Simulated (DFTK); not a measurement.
NbSi:

```xyz
2
Lattice="3.1564 0.0000 0.0000 0.0000 3.1564 0.0000 0.0000 0.0000 3.1564" Properties=species:S:1:pos:R:3 pbc="T T T"
Nb    0.0000    0.0000    0.0000
Si    1.5782    1.5782    1.5782
```

The cell was built by a generator and needn't be a form met in nature.

| Item | Value |
| --- | --- |
| Program | DFTK 0.8.2 |
| Task | single point |
| Functional | PBE |
| Potentials or basis | dojo.nc.sr.pbe.v0_4_1.standard.upf (PBE) |
| Cutoff | 1116 eV |
| k mesh | 8 × 8 × 8 |
| Occupations | fermi-dirac, width 0.05 eV |
| Spin | no spin polarisation |

On this cell: pressure -0.1 GPa; largest force zero by symmetry; band gap on the k mesh none (metal or under the smearing width).

The same run follows on a disturbed copy (atoms moved at random, drawn with an rms of 0.05 Å):

```
Nb Si
1.0
     3.15644    0.00000    0.00000
     0.00000    3.15644    0.00000
     0.00000    0.00000    3.15644
Nb Si
1 1
Direct
  0.99188 0.99589 0.98416
  0.49287 0.51324 0.48712
```

What changes?

The energy (extrapolated to zero smearing) moves by +4.2 meV/atom; pressure 0.1 GPa; largest force 0.298 eV/Å; band gap on the k mesh none (metal or under the smearing width).

Forces on the atoms (eV/Å):
```
Nb   0.017  0.293  0.051
Si  -0.017 -0.293 -0.051
```

Stress tensor (GPa, compression positive):
```
 0.34  0.02  0.00
 0.02 -0.29  0.07
 0.00  0.07  0.32
```
